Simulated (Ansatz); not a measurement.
# two structures of Ag: a comparison of enthalpies under pressure

Run with the Python package of Ansatz (0.2.0).

Script `transition_ag.py`:
```python
"""Pressure at which two phases of Ag cross."""

import warnings

import ansatz as az
import numpy as np

FUNCTIONAL = "pbesol"
CUTOFF = 260
KSPACING = 0.39
OCCUPATIONS = "gaussian"
SIGMA = 0.05


def bcc(first, a):
    return (
        az.Lattice.bcc(a)
        .space_group(229)
        .atom(first, (0, 0, 0))
        .primitive()
    )


def sc(first, a):
    return (
        az.Lattice.cubic(a)
        .space_group(221)
        .atom(first, (0, 0, 0))
    )


def solve(name, crystal, pressure=0.0):
    calc = (
        crystal.calculation()
        .functional(FUNCTIONAL)
        .basis(CUTOFF)
        .kpoints(spacing=KSPACING)
        .occupations(OCCUPATIONS, width=SIGMA)
    )
    calc = calc.relax(force_tolerance=0.03, max_steps=40, cell=True, pressure=pressure)
    return calc.run(threads=1, pin="off")


def volume_per_atom(outcome):
    return abs(np.linalg.det(outcome.lattice.cell_ang)) / len(outcome.lattice.sites)

warnings.simplefilter("ignore")

phases = {}
phases["bcc"] = bcc("Ag", 3.24)
phases["sc"] = sc("Ag", 2.66)

# H = E + PV, with 1 eV per cubic angstrom equal to 160.2 GPa
pressures = [0, 15, 30, 45]
enthalpy, volume = {name: [] for name in phases}, {name: [] for name in phases}
for p in pressures:
    for name, crystal in phases.items():
        o = solve(name, crystal, pressure=p)
        volume[name].append(volume_per_atom(o))
        enthalpy[name].append(o.report["energy_sigma0_ev"] / len(o.lattice.sites) + p * volume[name][-1] / 160.21766)
gap = np.array(enthalpy["sc"]) - np.array(enthalpy["bcc"])
rows = [(p, va, vb, 1000 * d) for p, va, vb, d in zip(pressures, volume["bcc"], volume["sc"], gap)]
print("| P (GPa) | V bcc (A^3/atom) | V sc (A^3/atom) | H(sc) - H(bcc) (meV/atom) |")
print("| --- | --- | --- | --- |")
for row in rows:
    print(f"| {row[0]:d} | {row[1]:.3f} | {row[2]:.3f} | {row[3]:+.1f} |")
crossings = [p0 - g0 * (p1 - p0) / (g1 - g0) for p0, p1, g0, g1 in zip(pressures, pressures[1:], gap, gap[1:]) if g0 * g1 < 0]
print("crossing near", [round(float(p), 1) for p in crossings], "GPa") if crossings else print("no crossing in this range")
```

```console
$ python transition_ag.py
| P (GPa) | V bcc (A^3/atom) | V sc (A^3/atom) | H(sc) - H(bcc) (meV/atom) |
| --- | --- | --- | --- |
| 0 | 17.268 | 19.711 | +343.7 |
| 15 | 15.663 | 17.402 | +559.4 |
| 30 | 14.449 | 16.028 | +678.9 |
| 45 | 13.621 | 14.986 | +839.5 |
no crossing in this range
```

Notes:
- These settings explore the input space; cutoff and mesh may be short of convergence.
- The cutoff lies under the one recommended for these potentials.
- Under the recommended cutoff a pressure can be off by several GPa, even in sign.
- At a fixed pressure a relaxation lowers the enthalpy F + PV, while F alone can rise.
- The meshes are coarse for the metals among these phases, whose energies can be off by up to 40 meV an atom.
- Only these two structures are compared, at zero temperature and with their symmetry kept; either may be hypothetical, and another phase may be lower than both. Differences under about 40 meV an atom lie within the error of mesh and functional.
- The cells are prototypes set up for this calculation and needn't exist.
- The script silences warnings, which a real study should read.
- The whole script took 44 s on 1 thread of Arm Neoverse V1, on a shared host, peak memory 0.34 GiB.
